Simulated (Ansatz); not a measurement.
# CH₄BFO: single points with varied inputs, part 2 of 2

Ansatz 0.2.0, Gaussian basis; the settings change from run to run. Earlier steps stand in the parts before.

### Step 6. BLYP/def2-TZVP

Set apart from the defaults: density fitting with def2-universal-jkfit, the search for lower states set to off.

in.yaml

```yaml
crystal:
  periodic: [false, false, false]
  atoms:
    - {symbol: B, position_ang: [-0.895606, 0.807452, 0.575661]}
    - {symbol: O, position_ang: [0.208753, 0.042087, 0.704346]}
    - {symbol: C, position_ang: [0.779096, -0.589925, -0.392857]}
    - {symbol: F, position_ang: [0.424820, -1.906086, -0.375825]}
    - {symbol: H, position_ang: [-1.369856, 0.988780, -0.512449]}
    - {symbol: H, position_ang: [-1.341009, 1.283194, 1.575408]}
    - {symbol: H, position_ang: [0.420494, -0.152564, -1.330534]}
    - {symbol: H, position_ang: [1.865506, -0.530039, -0.299548]}
basis:
  gaussian: {orbitals: def2-TZVP, fitting: {mean_field: def2-universal-jkfit}}
hamiltonian: {xc: {name: BLYP}}
scf: {lower_state_search: off}
```

Run with:

```
$ ansatz run in.yaml --threads 2 --pin off --events-out ev --progress --plain --max-ram 4352MiB
```

The program printed:

```text
Functional definition: BLYP
  name "BLYP"
  cite "Becke, Phys. Rev. A 38, 3098 (1988) doi:10.1103/PhysRevA.38.3098"
  cite "Lee, Yang & Parr, Phys. Rev. B 37, 785 (1988) doi:10.1103/PhysRevB.37.785"
  parameter beta = 0.0042
  parameter a = 0.04918
  parameter b = 0.132
  parameter c = 0.2533
  parameter d = 0.349
  exchange = b88_x(beta = beta)
  correlation = lyp_c(a = a, b = b, c = c, d = d)
these checks for a lower state are left out or cut short: stability, starts, cluster_reference, orbital_swaps, neighbouring_geometries, increment
376 factors; integrals over basis functions are off by at most 1.6e0 eV
mean field evaluation 1: about -6538.4635 eV, gradient 5.6e1 eV
mean field evaluation 2: about -6520.6231 eV, gradient 1.1e2 eV
mean field evaluation 4: about -6544.1340 eV, gradient 6.5e0 eV
mean field evaluation 8: about -6544.2059 eV, gradient 2.6e-1 eV
mean field evaluation 16: about -6544.2061 eV, gradient 1.0e-6 eV
mean field -6544.20606151 eV, -240.4951369382 hartree, gradient 1.0e-6 eV, S^2 0.000000; 0 other end points of the search recorded, 0 dependent functions left out
reference -6544.20637456 eV, -240.4951484426 hartree; 16, 16 occupied and 132, 132 virtual orbitals, 376 factors
Total energy: -6544.20637456 eV, -240.4951484426 hartree
Checks for a lower state left out: stability, starts, cluster_reference, orbital_swaps, neighbouring_geometries, increment
```

Wall time 0.75 s (2 threads of Arm Neoverse V1, shared host).

### Step 7. PBE0-DH/def2-SVP

in.yaml: that of step 6 with these lines changed.

```diff
@@ -12,4 +12,4 @@
 basis:
-  gaussian: {orbitals: def2-TZVP, fitting: {mean_field: def2-universal-jkfit}}
-hamiltonian: {xc: {name: BLYP}}
-scf: {lower_state_search: off}
+  gaussian: {orbitals: def2-SVP}
+hamiltonian: {xc: {name: PBE0-DH}}
+output: {forces: true}
```

The command is unchanged.

The program printed:

```text
Functional definition: PBE0-DH
  name "PBE0-DH"
  cite "Brémond & Adamo, J. Chem. Phys. 135, 024106 (2011) doi:10.1063/1.3604569"
  cite "Perdew, Burke & Ernzerhof, Phys. Rev. Lett. 77, 3865 (1996) doi:10.1103/PhysRevLett.77.3865"
  parameter a = 1/2
  parameter c = 1/8
  exchange = (1 - a)*pbe_x + a*exact_x
  correlation = (1 - c)*pbe_c + c*(mp2_os + mp2_ss)
751 factors; integrals over basis functions are off by at most 1.5e-3 eV
mean field evaluation 1: about -6526.0875 eV, gradient 3.1e1 eV
mean field evaluation 2: about -6526.0891 eV, gradient 3.1e1 eV
mean field evaluation 4: about -6527.6984 eV, gradient 3.2e0 eV
mean field evaluation 8: about -6527.7176 eV, gradient 3.8e-2 eV
mean field evaluation 16: about -6527.7176 eV, gradient 2.2e-6 eV
mean field -6527.71757104 eV, -239.8891960899 hartree, gradient 2.2e-6 eV, S^2 0.000000; 0 other end points of the search recorded, 0 dependent functions left out
4 core orbitals not correlated: weight in the atoms' cores, before any rotation towards them, 1.000 or more for the frozen orbitals, at most 0.000 for the correlated occupied ones
reference -6527.71758577 eV, -239.8891966313 hartree; 12, 12 occupied and 60, 60 virtual orbitals, 751 factors
second order -19.60046747 eV of doubles, -0.00000000 eV of singles
the calculation of the forces begins
Total energy: -6530.16764421 eV, -239.9792346181 hartree
Atom 0 at    -0.895606     0.807452     0.575661 Å, force     0.218599    -0.181470     0.060740 eV/Å
Atom 1 at     0.208753     0.042087     0.704346 Å, force     0.055128    -0.030105    -0.367603 eV/Å
Atom 2 at     0.779096    -0.589925    -0.392857 Å, force    -0.386475    -0.580610     0.429170 eV/Å
Atom 3 at     0.424820    -1.906086    -0.375825 Å, force     0.133754     0.546167    -0.019209 eV/Å
Atom 4 at    -1.369856     0.988780    -0.512449 Å, force    -0.062802     0.030362    -0.148190 eV/Å
Atom 5 at    -1.341009     1.283194     1.575408 Å, force    -0.075902     0.076622     0.142826 eV/Å
Atom 6 at     0.420494    -0.152564    -1.330534 Å, force    -0.013243     0.087158    -0.092054 eV/Å
Atom 7 at     1.865506    -0.530039    -0.299548 Å, force     0.130941     0.051876    -0.005680 eV/Å
Dipole moment:     0.172542     0.232857    -0.250600 e Å
```

Wall time 2.9 s (2 threads of Arm Neoverse V1, shared host).

Largest force 0.819 eV/Å, dipole 1.84 D.

### Step 8. wB97X/def2-SVPD

Set apart from the defaults: a point charge of 1.00 e beside it.

in.yaml: that of step 7 with these lines changed.

```diff
@@ -12,4 +12,3 @@
 basis:
-  gaussian: {orbitals: def2-SVP}
-hamiltonian: {xc: {name: PBE0-DH}}
-output: {forces: true}
+  gaussian: {orbitals: def2-SVPD, point_charges: [{charge: 1.00, position_ang: [5.644, 0.388, 0.196]}]}
+hamiltonian: {xc: {name: wB97X}}
```

The command is unchanged.

The program printed:

```text
Functional definition: wB97X
  name "wB97X"
  cite "Chai & Head-Gordon, J. Chem. Phys. 128, 084106 (2008) doi:10.1063/1.2834918"
  cite "Becke, J. Chem. Phys. 107, 8554 (1997) doi:10.1063/1.475007"
  parameter omega = 0.3/bohr
  parameter cx = 0.157706
  parameter cx1 = 0.726479
  parameter cx2 = 1.04760
  parameter cx3 = -5.70635
  parameter cx4 = 13.2794
  parameter css1 = -4.33879
  parameter css2 = 18.2308
  parameter css3 = -31.7430
  parameter css4 = 17.2901
  parameter cos1 = 2.37031
  parameter cos2 = -11.3995
  parameter cos3 = 6.58405
  parameter cos4 = -3.78132
  # The coefficients of nought are those of the uniform gas.
  exchange = spin_sum(e_x_unif_sr(omega)*poly(b97_u_x, 1 - cx, cx1, cx2, cx3, cx4)) + cx*exact_x_sr(omega)
      + exact_x_lr(omega)
  correlation = spin_sum(e_c_pw_same_spin*poly(b97_u_same, 1, css1, css2, css3, css4))
      + integral(e_c_pw_opposite_spin*poly(b97_u_opposite, 1, cos1, cos2, cos3, cos4))
954 factors; their error is unknown
389 factors; integrals over basis functions are off by at most 1.5e-5 eV
mean field evaluation 1: about -6533.9576 eV, gradient 4.0e1 eV
mean field evaluation 2: about -6533.7740 eV, gradient 4.3e1 eV
mean field evaluation 4: about -6536.7042 eV, gradient 1.4e0 eV
mean field evaluation 8: about -6536.6969 eV, gradient 2.4e-2 eV
mean field -6536.69691548 eV, -240.2191809115 hartree, gradient 4.9e-5 eV, S^2 0.000000; 0 other end points of the search recorded, 0 dependent functions left out
reference -6536.69688124 eV, -240.2191796534 hartree; 16, 16 occupied and 102, 102 virtual orbitals, 954 factors
Total energy: -6536.69688124 eV, -240.2191796534 hartree
```

Wall time 3.8 s (2 threads of Arm Neoverse V1, shared host).

### Step 9. rPW86-PBE/pcseg-2

This run has charge +1, multiplicity 2.

in.yaml: that of step 8 with these lines changed.

```diff
@@ -12,3 +12,6 @@
 basis:
-  gaussian: {orbitals: def2-SVPD, point_charges: [{charge: 1.00, position_ang: [5.644, 0.388, 0.196]}]}
-hamiltonian: {xc: {name: wB97X}}
+  gaussian: {orbitals: pcseg-2}
+total_charge: 1
+magnetization: {spin_polarized: true, initial_magnetization: 1}
+hamiltonian: {xc: {name: rPW86-PBE}}
+output: {forces: true}
```

Launched as before.

The program printed:

```text
Functional definition: rPW86-PBE
  name "rPW86-PBE"
  cite "Murray, Lee & Langreth, J. Chem. Theory Comput. 5, 2754 (2009) doi:10.1021/ct900365q"
  cite "Perdew, Burke & Ernzerhof, Phys. Rev. Lett. 77, 3865 (1996) doi:10.1103/PhysRevLett.77.3865"
  parent pbe
  exchange = rpw86_x
  correlation = pbe_c
855 factors; their error is unknown
mean field evaluation 1: about -6530.0492 eV, gradient 6.9e1 eV
mean field evaluation 2: about -6407.2427 eV, gradient 1.8e2 eV
mean field evaluation 4: about -6535.2751 eV, gradient 5.2e1 eV
mean field evaluation 8: about -6546.8925 eV, gradient 2.0e0 eV
mean field evaluation 16: about -6546.8569 eV, gradient 1.1e-1 eV
mean field evaluation 32: about -6546.8111 eV, gradient 1.7e0 eV
mean field -6546.85701124 eV, -240.5925575439 hartree, gradient 4.0e-5 eV, S^2 0.751977; 3 other end points of the search recorded, 0 dependent functions left out
the calculation of the forces begins
reference -6546.85711366 eV, -240.5925613077 hartree; 16, 15 occupied and 160, 161 virtual orbitals, 855 factors
Total energy: -6546.85711366 eV, -240.5925613077 hartree
Atom 0 at    -0.895606     0.807452     0.575661 Å, force     0.946340    -0.413052     1.643165 eV/Å
Atom 1 at     0.208753     0.042087     0.704346 Å, force    -2.028526     1.267761    -1.524385 eV/Å
Atom 2 at     0.779096    -0.589925    -0.392857 Å, force     1.503626    -1.811199     0.508009 eV/Å
Atom 3 at     0.424820    -1.906086    -0.375825 Å, force    -0.048351     0.071343    -0.232739 eV/Å
Atom 4 at    -1.369856     0.988780    -0.512449 Å, force    -0.466877     0.135545    -0.132615 eV/Å
Atom 5 at    -1.341009     1.283194     1.575408 Å, force    -0.455569     0.492954     0.241405 eV/Å
Atom 6 at     0.420494    -0.152564    -1.330534 Å, force     0.095970     0.209777    -0.259190 eV/Å
Atom 7 at     1.865506    -0.530039    -0.299548 Å, force     0.453387     0.046872    -0.243649 eV/Å
Dipole moment:    -0.194676     0.783860    -0.129162 e Å
```

Run time: 13 s. Hardware: 2 threads of Arm Neoverse V1, shared host.

Largest force 2.837 eV/Å, ⟨S²⟩ 0.752.

### Step 10. r2SCANh/aug-pcseg-2

This run has unrestricted orbitals, a point charge of 0.50 e beside it.

in.yaml: that of step 9 with these lines changed.

```diff
@@ -12,6 +12,4 @@
 basis:
-  gaussian: {orbitals: pcseg-2}
-total_charge: 1
-magnetization: {spin_polarized: true, initial_magnetization: 1}
-hamiltonian: {xc: {name: rPW86-PBE}}
-output: {forces: true}
+  gaussian: {orbitals: aug-pcseg-2, point_charges: [{charge: 0.50, position_ang: [5.387, -0.288, 0.722]}]}
+magnetization: {spin_polarized: true, initial_magnetization: 0}
+hamiltonian: {xc: {name: r2SCANh}}
```

The command is unchanged.

The program printed:

```text
Functional definition: r2SCANh
  name "r2SCANh"
  cite "Bursch, Neugebauer, Ehlert & Grimme, J. Chem. Phys. 156, 134105 (2022) doi:10.1063/5.0086040"
  cite "Furness, Kaplan, Ning, Perdew & Sun, J. Phys. Chem. Lett. 11, 8208 (2020) doi:10.1021/acs.jpclett.0c02405"
  cite "Furness, Kaplan, Ning, Perdew & Sun, J. Phys. Chem. Lett. 11, 9248 (2020) doi:10.1021/acs.jpclett.0c03077"
  parent r2scan
  parameter a = 0.1
  parameter k0 = 0.174
  parameter k1 = 0.065
  parameter a1 = 4.9479
  exchange = (1 - a)*r2scan_x(k0 = k0, k1 = k1, a1 = a1) + a*exact_x
  correlation = r2scan_c
1038 factors; their error is unknown
mean field evaluation 1: about -6538.0221 eV, gradient 3.3e1 eV
mean field evaluation 2: about -6532.9528 eV, gradient 5.0e1 eV
mean field evaluation 4: about -6541.8961 eV, gradient 2.0e0 eV
mean field evaluation 8: about -6541.9142 eV, gradient 6.8e-2 eV
mean field evaluation 16: about -6541.8767 eV, gradient 1.2e-5 eV
mean field -6541.87668985 eV, -240.4095341088 hartree, gradient 1.3e-5 eV, S^2 0.000000; 0 other end points of the search recorded, 0 dependent functions left out
reference -6541.87671236 eV, -240.4095349359 hartree; 16, 16 occupied and 260, 260 virtual orbitals, 1038 factors
Total energy: -6541.87671236 eV, -240.4095349359 hartree
```

It took 15 s on 2 threads of Arm Neoverse V1, shared host; peak memory 0.8 GiB.

⟨S²⟩ 0.000.

### Step 11. The runs in one table

```csv
level,charge,multiplicity,geometry,functions,energy (eV),time
B97/x2c-TZVPPall,0,1,relaxed,180,-6548.000,4.2 s
B2PLYP/def2-SVP,0,3,shaken,76,-6523.781,9.5 s
revPBE0/STO-3G,0,1,scaled,24,-6449.060,0.45 s
B2GP-PLYP/x2c-TZVPPall,0,3,shaken,180,-6537.511,11 s
BLYP/def2-TZVP,0,1,relaxed,148,-6544.206,0.75 s
PBE0-DH/def2-SVP,0,1,relaxed,76,-6530.168,2.9 s
wB97X/def2-SVPD,0,1,"relaxed, point charge",118,-6536.697,3.8 s
rPW86-PBE/pcseg-2,1,2,relaxed,176,-6546.857,13 s
r2SCANh/aug-pcseg-2,0,1,"relaxed, point charge",276,-6541.877,15 s
```

### Step 12. Outcome

The summary covers parts 1 to 2.

```
                                         quantity                      value
                                             runs                          9
                                         quickest     revPBE0/STO-3G, 0.45 s
                                          slowest  r2SCANh/aug-pcseg-2, 15 s
spread of total energies, same state and geometry                    17.8 eV
                  dipole, same state and geometry             1.68 to 1.84 D
```

r2SCANh/aug-pcseg-2 took 33 times as long as revPBE0/STO-3G. The jobs differ in tasks and options as well as level. The totals spread over 18 eV; they can't be compared across methods or bases. At the PBE0-D4/def2-TZVP geometry and in the same state, runs without warnings or point charges leave forces up to 0.82 eV/Å (PBE0-DH/def2-SVP), against 11.5 eV/Å where the atoms were moved.
